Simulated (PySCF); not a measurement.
# (F2In-mu-OH)3: geometry, NMR shifts and electronic excitations

Wanted: the NMR shifts and electronic excitations of (F2In-mu-OH)3, by calculation.

Programs: PySCF 2.14.0, with density-fitted response routines of our own. Each step states its level of theory. These are calculated values for one molecule in the gas phase, unless marked as measured. Atoms count from 0, in the outputs and in this text.

### 1 The starting structure

15 atoms, charge 0, multiplicity 1; geometry from: GFN2-xTB. The atoms were then displaced at random by about 0.03 Å, so the start is not that level's minimum.

Bonds of the start (Å): In0–F1 1.93, In0–F2 1.90, In0–O3 2.08, In0–O11 2.10, O3–In4 2.12, O3–H12 1.00, In4–F5 1.89, In4–F6 1.97, In4–O7 2.13, O7–In8 2.01, O7–H13 0.98, In8–F9 1.96, In8–F10 1.90, In8–O11 2.06, O11–H14 0.92.

### 2 Geometry optimisation at PBE0-D3(BJ)/def2-SVP

What the job is given:

```
{"job": {"xc": "PBE0", "basis": "def2-SVP", "d3": "d3bj", "grid": 1, "maxiter": 40, "shake": 0.03, "kind": "geom"}, "charge": 0, "multiplicity": 1}
In     0.669000    -1.871350     1.073930
F      1.193290    -1.274040     2.829160
F      0.381050    -3.450920     0.060540
O     -1.116500    -0.810940     1.192200
In    -2.138830     0.352640    -0.258660
F     -2.998040    -0.676490    -1.588230
F     -2.647240     1.746220     1.031770
O     -0.513610     1.477690    -1.048820
In     1.327630     0.793220    -1.476610
F      1.285690    -0.196800    -3.166940
F      2.247070     2.321550    -0.809820
O      1.851690    -0.456760     0.073390
H     -1.384190    -0.373380     2.046630
H     -0.557530     2.346820    -0.602650
H      2.367780    -0.003590     0.688100
```

On the command line:

```console
$ OMP_NUM_THREADS=1 python probes_run.py task.json out
```

One launch serves the whole session: the jobs run in the order shown.

Output:

```text
step   0  E = -1395.76806831  max force = 0.037441
step   1  E = -1395.78205341  max force = 0.014800
step   2  E = -1395.78423009  max force = 0.005178
step   3  E = -1395.78530303  max force = 0.003071
step   4  E = -1395.78570032  max force = 0.003135
step   5  E = -1395.78594657  max force = 0.002808
step   6  E = -1395.78617680  max force = 0.001704
step   7  E = -1395.78643946  max force = 0.001385
step   8  E = -1395.78651196  max force = 0.001035
step   9  E = -1395.78660486  max force = 0.000878
step  10  E = -1395.78663859  max force = 0.000804
step  11  E = -1395.78666504  max force = 0.000568
step  12  E = -1395.78667989  max force = 0.000376
optimisation converged
```

Run time: 10 min. Hardware: 1 thread of Arm Neoverse V1, shared host; peak memory 1.4 GiB.

Step by step:

```csv
step,energy from step 0 (eV),largest force component (eV/Å)
0,0.0000,1.9253
1,-0.3806,0.7610
2,-0.4398,0.2663
3,-0.4690,0.1579
4,-0.4798,0.1612
5,-0.4865,0.1444
6,-0.4928,0.0876
7,-0.4999,0.0712
8,-0.5019,0.0532
9,-0.5044,0.0451
10,-0.5053,0.0413
11,-0.5060,0.0292
12,-0.5064,0.0193
```

Distances of close pairs at the start and the end, largest changes first:

```csv
bond,before (Å),after (Å),change (Å)
O7–In8,2.010,2.116,+0.105
In8–O11,2.059,2.119,+0.060
In4–F5,1.888,1.937,+0.049
O11–H14,0.922,0.968,+0.046
In8–F10,1.904,1.949,+0.045
In0–O3,2.080,2.118,+0.038
In0–F2,1.899,1.937,+0.038
O3–H12,0.997,0.968,-0.028
```

The final coordinates are the input of the step that follows.

| at the end point | value |
| --- | --- |
| rotational constants (GHz, main isotopes) | 0.277, 0.273, 0.171 |
| dipole moment (D) | 3.65 |

### 3 Shielding tensors: PBE0/def2-TZVP+pcSseg-1

What the job is given:

```
{"job": {"kind": "nmr", "xc": "PBE0", "basis": {"default": "pcSseg-1", "In": "def2-TZVP"}}, "charge": 0, "multiplicity": 1}
In     0.654394    -1.916884     1.010407
F      1.469855    -1.812190     2.778603
F      0.296343    -3.452295    -0.114709
O     -1.121059    -0.792835     1.278669
In    -2.179498     0.538352     0.014395
F     -3.095638    -0.456319    -1.372093
F     -2.810139     1.839813     1.321558
O     -0.556531     1.562595    -0.874872
In     1.293692     0.858853    -1.621715
F      0.988211    -0.180473    -3.226629
F      2.435658     2.396531    -1.258578
O      1.788725    -0.477217    -0.053527
H     -1.221951    -0.527523     2.204415
H     -0.473297     2.468163    -0.543658
H      2.498494    -0.124701     0.501723
```

Level: GIAO PBE0/pcSseg-1 In:def2-TZVP NMR shielding, scalar relativity only through core potentials, gas phase.

Output:

```text
coarse grid: 79016 points
cycle   1  E = -1394.4972434465  dE = -9.685e+01  |g| = 3.304e+00  |ddm| = 8.121e+01
cycle   2  E = -1394.2932075750  dE =  2.040e-01  |g| = 3.823e+00  |ddm| = 1.031e+01
cycle   3  E = -1396.3656093398  dE = -2.072e+00  |g| = 6.822e-01  |ddm| = 3.720e+00
cycle   4  E = -1396.4188824638  dE = -5.327e-02  |g| = 3.498e-01  |ddm| = 6.482e-01
cycle   5  E = -1396.4393177254  dE = -2.044e-02  |g| = 3.882e-02  |ddm| = 2.348e-01
cycle   6  E = -1396.4395201969  dE = -2.025e-04  |g| = 1.428e-02  |ddm| = 4.235e-02
cycle   7  E = -1396.4395489903  dE = -2.879e-05  |g| = 4.853e-03  |ddm| = 1.074e-02
cycle   8  E = -1396.4395528090  dE = -3.819e-06  |g| = 1.051e-03  |ddm| = 5.492e-03
final grid: 161496 points
cycle   9  E = -1396.4392114197  dE = -1.126e-06  |g| = 1.772e-03  |ddm| = 3.057e-03
cycle  10  E = -1396.4392102685  dE =  1.151e-06  |g| = 3.265e-03  |ddm| = 3.326e-03
cycle  11  E = -1396.4392119130  dE = -1.645e-06  |g| = 1.067e-04  |ddm| = 2.128e-03
cycle  12  E = -1396.4392119145  dE = -1.565e-09  |g| = 4.114e-05  |ddm| = 9.131e-05
cycle  13  E = -1396.4392119148  dE = -2.178e-10  |g| = 2.057e-05  |ddm| = 3.729e-05
converged SCF energy = -1396.4392119148

GIAO shielding tensors (ppm)
atom      isotropic    diamagn.    paramagn.     s11        s22        s33       span
  0 In         nan         nan         nan        nan        nan        nan        nan
  1 F      387.574     471.572     -83.997    336.804    369.263    456.656    119.852
  2 F      397.283     471.027     -73.743    349.810    381.636    460.405    110.595
  3 O      315.284     394.721     -79.437    282.120    328.658    335.074     52.954
  4 In         nan         nan         nan        nan        nan        nan        nan
  5 F      397.285     471.046     -73.761    349.647    382.071    460.138    110.491
  6 F      387.507     471.558     -84.052    337.076    368.864    456.580    119.503
  7 O      314.976     394.942     -79.966    282.040    327.929    334.959     52.920
  8 In         nan         nan         nan        nan        nan        nan        nan
  9 F      397.689     471.046     -73.357    349.440    383.611    460.017    110.576
 10 F      388.056     471.459     -83.403    337.283    369.595    457.290    120.007
 11 O      315.137     394.913     -79.776    282.723    327.554    335.135     52.412
 12 H       29.604      30.643      -1.039     17.689     27.225     43.897     26.209
 13 H       29.564      30.765      -1.201     17.737     26.959     43.994     26.257
 14 H       29.603      30.790      -1.187     17.743     27.099     43.967     26.225
```

It took 2.2 min on 1 thread of Arm Neoverse V1, shared host; peak memory 1.7 GiB.

Shifts follow as δ = σ(reference) − σ, with reference shieldings (ppm) from runs at the same level and on the same kind of geometry: ¹H TMS 31.27, ¹⁹F CFCl3 177.2, ¹⁷O H2O 334.6. The references are single molecules in the gas phase, so shifts against H2O, NH3, PH3, H3PO4 or CFCl3 are not on the usual liquid scales and can be off by tens of ppm. Atoms listed in one row are averaged.

```csv
atoms,environment,σ (ppm),δ (ppm)
"H12, H13, H14",hydrogen on an oxygen bonded to 2 In,29.59,1.68
"F1, F2, F5, F6, F9, F10",fluorine bonded to In,392.6,-215.3
"O3, O7, O11","oxygen bonded to 2 In, H",315.1,19.4
```

Atoms past Kr carry core potentials, so their printed shieldings have no meaning and are left out of the table.

Charges from the same density, by scheme (e):

| atoms | Mulliken | ESP fit |
| --- | --- | --- |
| In0, In4, In8 | 1.27 | 1.39 |
| F1, F2, F5, F6, F9, F10 | -0.44 | -0.48 |
| O3, O7, O11 | -0.69 | -0.87 |

Mayer bond orders: In0–F1 0.91, In0–F2 0.95, In0–O3 0.47, In0–O11 0.47, O3–In4 0.47, In4–F5 0.95, In4–F6 0.91, In4–O7 0.47, O7–In8 0.47, In8–F9 0.95, In8–F10 0.91, In8–O11 0.47.

With diffuse functions Mulliken charges and Mayer bond orders lose their meaning; the other schemes are steadier.

The fields below are evaluated on a grid from the run's orbitals.

Frontier orbitals at PBE0/def2-TZVP+pcSseg-1, with the share of their density that lies nearest to each atom:

```
orbital  energy (eV)                                                                              lies on
   HOMO       -10.79                 F5, F6 about 21 % each; O3, O7 about 9 % each; F1, F2 about 9 % each
   LUMO        -3.56  In0, In4, In8 about 13 % each; O3, O7, O11 about 6 % each; 6 F atoms about 5 % each
```

ELF in a plane through or near 5 of the atoms.

Ten even steps from '0' (0.00) to '9' (0.97):
```
0000000000000000000000000000
0000000000000000000000000000
0000000000000000000000000000
0000000122100000000000000000
0000003688620002100000000000
0000015836830058850000000000
0000014788620179950001100000
0000001343100146510156530000
0000000000000122100487862000
0000000343210000001583873000
0000005999421000100146531000
0000002786210012321001100000
0000000000000002797200000000
0000000001342101898400000000
0000000026888400254000000000
0000000037838620000000000000
0000000014676310000000000000
0000000000121000000000000000
0000000000000000000000000000
0000000000000000000000000000
```
The map spans 11.8 Å across and 11.5 Å up, centred on the molecule. Atoms in the plane (x, y in Å): F1 (3.3, 0.6), F6 (-1.1, -3.2), F10 (-2.2, 2.6), H13 (-2.3, -0.4), H14 (0.8, 2.2).

log10 of the density (e/Å³) in the same plane.

Values, 10 rows by 14 columns:
```
-4.0 -4.0 -4.0 -4.0 -4.0 -4.0 -4.0 -4.0 -4.0 -4.0 -4.0 -4.0 -4.0 -4.0
-4.0 -4.0 -4.0 -3.8 -3.1 -3.2 -3.8 -4.0 -4.0 -4.0 -4.0 -4.0 -4.0 -4.0
-4.0 -4.0 -3.2 -1.2  0.0 -0.6 -2.0 -2.1 -2.0 -3.1 -3.9 -4.0 -4.0 -4.0
-4.0 -4.0 -2.9 -1.0  0.6 -0.2 -1.4 -0.7 -0.4 -1.7 -1.8 -1.9 -3.0 -4.0
-4.0 -4.0 -3.7 -2.4 -1.5 -1.4 -1.7 -1.3 -1.2 -1.1  0.3  0.4 -1.4 -3.5
-4.0 -4.0 -3.7 -1.6 -0.2 -0.7 -1.6 -1.9 -1.5 -1.3 -0.7 -0.7 -1.9 -3.9
-4.0 -4.0 -4.0 -2.7 -1.7 -1.4 -1.4 -1.3 -0.5 -0.8 -2.2 -3.0 -3.9 -4.0
-4.0 -4.0 -4.0 -3.2 -1.3  0.3  0.2 -1.3 -1.5 -1.7 -3.2 -4.0 -4.0 -4.0
-4.0 -4.0 -4.0 -3.8 -1.8 -0.5 -0.6 -1.8 -3.4 -4.0 -4.0 -4.0 -4.0 -4.0
-4.0 -4.0 -4.0 -4.0 -4.0 -3.1 -3.1 -4.0 -4.0 -4.0 -4.0 -4.0 -4.0 -4.0
```
The map spans 11.8 Å across and 11.5 Å up, centred on the molecule. Atoms in the plane (x, y in Å): F1 (3.3, 0.6), F6 (-1.1, -3.2), F10 (-2.2, 2.6), H13 (-2.3, -0.4), H14 (0.8, 2.2).

On the surface of density 0.002 e/bohr³ the electrostatic potential runs, from the 1st to the 99th percentile, from -1.31 V near F2 to 3.77 V near O11.

### 4 Ultraviolet spectrum: PBE0/def2-SVPD

The job, as its differences from that of step 3:

```diff
@@ -1,2 +1,2 @@
-{"job": {"kind": "nmr", "xc": "PBE0", "basis": {"default": "pcSseg-1", "In": "def2-TZVP"}}, "charge": 0, "multiplicity": 1}
+{"job": {"kind": "uv", "xc": "PBE0", "basis": "def2-SVPD", "ip": true, "nstates": 10}, "charge": 0, "multiplicity": 1}
 In     0.654394    -1.916884     1.010407
```

Level: TDDFT PBE0/def2-SVPD, vertical, gas phase, core orbitals frozen in the response.

Output:

```text
coarse grid: 79016 points
cycle   1  E = -1393.6113719369  dE = -6.381e+01  |g| = 3.372e+00  |ddm| = 3.336e+01
cycle   2  E = -1393.3735353997  dE =  2.378e-01  |g| = 3.712e+00  |ddm| = 2.859e+01
cycle   3  E = -1395.6670710423  dE = -2.294e+00  |g| = 1.053e+00  |ddm| = 6.306e+00
cycle   4  E = -1395.8449765285  dE = -1.779e-01  |g| = 3.428e-01  |ddm| = 1.453e+00
cycle   5  E = -1395.8664523826  dE = -2.148e-02  |g| = 4.838e-02  |ddm| = 3.492e-01
cycle   6  E = -1395.8668080192  dE = -3.556e-04  |g| = 2.171e-02  |ddm| = 7.822e-02
cycle   7  E = -1395.8668887150  dE = -8.070e-05  |g| = 3.755e-03  |ddm| = 2.275e-02
cycle   8  E = -1395.8668916144  dE = -2.899e-06  |g| = 1.050e-03  |ddm| = 7.182e-03
final grid: 161496 points
cycle   9  E = -1395.8662407622  dE = -3.224e-07  |g| = 1.984e-03  |ddm| = 8.069e-03
cycle  10  E = -1395.8662390617  dE =  1.701e-06  |g| = 3.710e-03  |ddm| = 5.165e-03
cycle  11  E = -1395.8662414443  dE = -2.383e-06  |g| = 6.069e-05  |ddm| = 3.320e-03
cycle  12  E = -1395.8662414449  dE = -5.343e-10  |g| = 3.184e-05  |ddm| = 9.708e-05
cycle  13  E = -1395.8662414450  dE = -1.655e-10  |g| = 1.198e-05  |ddm| = 4.014e-05
converged SCF energy = -1395.8662414450

Static polarisability (au): isotropic 100.216, principal 98.591 100.703 101.354

Singlet excitations
state   eV       nm        f      main configurations
  1   6.1273    202.3   0.00002   H-2->L 0.84
  2   6.1570    201.4   0.00959   H-3->L 0.74
  3   6.1611    201.2   0.01626   H-4->L 0.71, H-1->L 0.11
  4   6.1826    200.5   0.11419   H->L 0.43, H-5->L 0.17, H-6->L 0.11
  5   6.1877    200.4   0.10817   H-1->L 0.36, H->L 0.12, H-7->L 0.10
  6   6.2510    198.3   0.02317   H-7->L 0.35, H-5->L 0.26, H-6->L 0.19
  7   6.2709    197.7   0.00510   H-8->L 0.78
  8   6.2787    197.5   0.04031   H-9->L 0.49, H-10->L 0.13, H-6->L 0.08
  9   6.2854    197.3   0.08436   H-10->L 0.23, H-5->L 0.15, H-9->L 0.12
 10   6.2874    197.2   0.02204   H-10->L 0.46, H-5->L 0.14, H-6->L 0.12

Triplet excitations (Tamm-Dancoff, eV): 5.7358 5.7401 5.8476 5.8506
Vertical ionisation energy (delta-SCF) = 12.4865 eV
Vertical electron affinity (delta-SCF) = 2.2229 eV
```

Wall time 13 min (1 thread of Arm Neoverse V1, shared host); peak memory 1.7 GiB.

Frontier orbitals and where they lie:

| orbital | eV | atoms |
| --- | --- | --- |
| HOMO−3 | -11.11 | O11 31 %, O7 28 %, F9 12 % |
| HOMO−2 | -11.08 | F2 19 %, F5 19 %, F9 17 % |
| HOMO−1 | -10.98 | F2 19 %, F9 18 %, F1 14 % |
| HOMO | -10.97 | F5 23 %, F6 18 %, O3 9 % |
| LUMO | -3.65 | In0 16 %, In8 16 %, In4 16 % |
| LUMO+1 | -2.42 | In8 22 %, In4 17 %, O7 11 % |
| LUMO+2 | -2.39 | In0 24 %, In4 12 %, O3 10 % |

With each of the 10 states as a Gaussian band of 0.4 eV half-width at 1/e, the curve within the window shown has maxima at 199 nm (ε 17,000) L/(mol cm). Beyond the last state computed it falls off for lack of states. The curve at chosen wavelengths:

```tsv
nm	ε (L/mol/cm)
188	7520
189	8710
191	11140
192	12314
194	14408
195	15263
197	16463
198	16774
200	16796
201	16516
202	16061
204	14707
205	13857
207	11946
208	10936
210	8922
211	7955
212	7034
214	5371
215	4639
217	3387
218	2864
220	2007
221	1664
223	1124
224	915
```

Leading natural transition orbitals of singlet state 4: the hole lies on F2 36 %; F5 25 %; O7, O11 about 10 % each; the particle on In0, In4 about 15 % each; In8 9 %; F2, F5 about 7 % each.

Leading natural transition orbitals of singlet state 1: the hole lies on F2, F5, F9 about 24 % each; the particle on In0, In4, In8 about 13 % each; F2, F5, F9 about 7 % each; O3, O7, O11 about 6 % each.

Ground-state properties from the same run:

```csv
property,computed
dipole moment (D),3.50
polarisability (Å³),14.85
HOMO–LUMO gap (eV),7.31
−ε(HOMO) (eV),10.97
```

### 5 Shielding tensors: B3LYP/def2-TZVP+pcSseg-1

The job, as its differences from that of step 4:

```diff
@@ -1,2 +1,2 @@
-{"job": {"kind": "uv", "xc": "PBE0", "basis": "def2-SVPD", "ip": true, "nstates": 10}, "charge": 0, "multiplicity": 1}
+{"job": {"kind": "nmr", "xc": "B3LYP", "basis": {"default": "pcSseg-1", "In": "def2-TZVP"}, "pop": false}, "charge": 0, "multiplicity": 1}
 In     0.654394    -1.916884     1.010407
```

With the program's defaults for keys left out, this is: GIAO B3LYP/pcSseg-1 In:def2-TZVP NMR shielding, scalar relativity only through core potentials, gas phase.

Output:

```text
coarse grid: 79016 points
cycle   1  E = -1395.3753617032  dE = -9.649e+01  |g| = 3.423e+00  |ddm| = 8.094e+01
cycle   2  E = -1394.5588503475  dE =  8.165e-01  |g| = 4.381e+00  |ddm| = 1.074e+01
cycle   3  E = -1397.3231899233  dE = -2.764e+00  |g| = 8.924e-01  |ddm| = 4.135e+00
cycle   4  E = -1397.4265158976  dE = -1.033e-01  |g| = 3.892e-01  |ddm| = 8.073e-01
cycle   5  E = -1397.4512719391  dE = -2.476e-02  |g| = 7.450e-02  |ddm| = 2.709e-01
cycle   6  E = -1397.4520464723  dE = -7.745e-04  |g| = 2.279e-02  |ddm| = 7.449e-02
cycle   7  E = -1397.4521196309  dE = -7.316e-05  |g| = 5.995e-03  |ddm| = 1.777e-02
cycle   8  E = -1397.4521252614  dE = -5.631e-06  |g| = 1.559e-03  |ddm| = 6.396e-03
final grid: 161496 points
cycle   9  E = -1397.4517678593  dE = -5.181e-07  |g| = 3.141e-03  |ddm| = 4.280e-03
cycle  10  E = -1397.4517628926  dE =  4.967e-06  |g| = 6.472e-03  |ddm| = 6.192e-03
cycle  11  E = -1397.4517694084  dE = -6.516e-06  |g| = 1.177e-04  |ddm| = 4.133e-03
cycle  12  E = -1397.4517694103  dE = -1.839e-09  |g| = 5.357e-05  |ddm| = 1.097e-04
cycle  13  E = -1397.4517694107  dE = -3.979e-10  |g| = 2.486e-05  |ddm| = 4.648e-05
converged SCF energy = -1397.4517694107

GIAO shielding tensors (ppm)
atom      isotropic    diamagn.    paramagn.     s11        s22        s33       span
  0 In         nan         nan         nan        nan        nan        nan        nan
  1 F      377.847     472.381     -94.533    323.151    355.808    454.584    131.433
  2 F      386.981     471.894     -84.912    334.416    368.179    458.349    123.933
  3 O      309.331     394.347     -85.016    273.751    322.198    332.044     58.294
  4 In         nan         nan         nan        nan        nan        nan        nan
  5 F      387.046     471.909     -84.862    334.287    368.761    458.091    123.804
  6 F      377.768     472.376     -94.608    323.420    355.376    454.508    131.088
  7 O      309.058     394.574     -85.517    273.703    321.544    331.926     58.223
  8 In         nan         nan         nan        nan        nan        nan        nan
  9 F      387.512     471.901     -84.389    334.126    370.428    457.983    123.857
 10 F      378.274     472.272     -93.998    323.509    356.088    455.227    131.718
 11 O      309.220     394.536     -85.316    274.453    321.082    332.124     57.671
 12 H       29.725      30.782      -1.057     18.039     27.519     43.617     25.579
 13 H       29.687      30.903      -1.216     18.090     27.253     43.718     25.628
 14 H       29.724      30.925      -1.201     18.093     27.391     43.688     25.595
```

It took 1.9 min on 1 thread of Arm Neoverse V1, shared host; peak memory 1.7 GiB.

In short: δ F1 -210.6, O3 24.8, H12 1.67 ppm (means over like atoms).

### 6 Run by run: NMR shifts

Shifts (ppm), means over like atoms, with basis size and wall time:

```csv
run,H12,F1,O3,functions,time
PBE0/def2-TZVP+pcSseg-1,1.68,-215.3,19.4,318,2.2 min
B3LYP/def2-TZVP+pcSseg-1,1.67,-210.6,24.8,318,1.9 min
```

### 7 Summary of results

| quantity | value |
| --- | --- |
| rotational constants (main isotopes) | 0.28, 0.27, 0.17 GHz |
| ¹H shifts against TMS (PBE0/def2-TZVP+pcSseg-1, means over atoms taken as alike) | 1.68 ppm |
| ¹⁹F shifts against CFCl3 (PBE0/def2-TZVP+pcSseg-1, means over atoms taken as alike) | -215.3 ppm |
| ¹⁷O shifts against H2O (PBE0/def2-TZVP+pcSseg-1, means over atoms taken as alike) | 19.4 ppm |
| surface potential, 1st and 99th percentile | -1.31 V and 3.77 V |
| lowest singlet (PBE0/def2-SVPD) | 6.13 eV (202 nm), f = 0.000 |
| brightest single state of those computed | state 4, 6.18 eV, f = 0.114 |
| lowest triplet | 5.74 eV |
| vertical ionisation energy (ΔSCF) | 12.49 eV |
| vertical electron affinity (ΔSCF) | 2.22 eV |
| range of the shift of O3 | 19.4 to 24.8 ppm |

The start was shaken at random, so part of the energy gained undoes that. Relaxing lowered the energy by 0.506 eV in 12 steps; the close pair that moved most is O7–In8, from 2.010 to 2.116 Å. At PBE0/def2-TZVP+pcSseg-1: Shielding is most anisotropic at F1, F2, F5, F6, F9, F10 (span 115 ppm, paramagnetic term -79 ppm). The lowest singlet, at 6.13 eV, is HOMO−2→LUMO 0.84 and is dark; of the 10 states computed, the strongest absorption comes from states 3 to 5 together at 6.18 eV. The lowest triplet lies 0.39 eV below the lowest singlet (triplets in Tamm-Dancoff, singlets in full TDDFT). Spin-orbit coupling, left out, mixes singlets and triplets in elements this heavy. ΔSCF puts the ionisation energy at 12.49 eV, 1.52 eV above −ε(HOMO). In ppm, O3 (with its like atoms) moves most: its shift spreads over 5.4 ppm, from 19.4 (PBE0/def2-TZVP+pcSseg-1) to 24.8 (B3LYP/def2-TZVP+pcSseg-1). Spin-orbit coupling is left out, which matters for shieldings and couplings at and beside the heavy atoms.
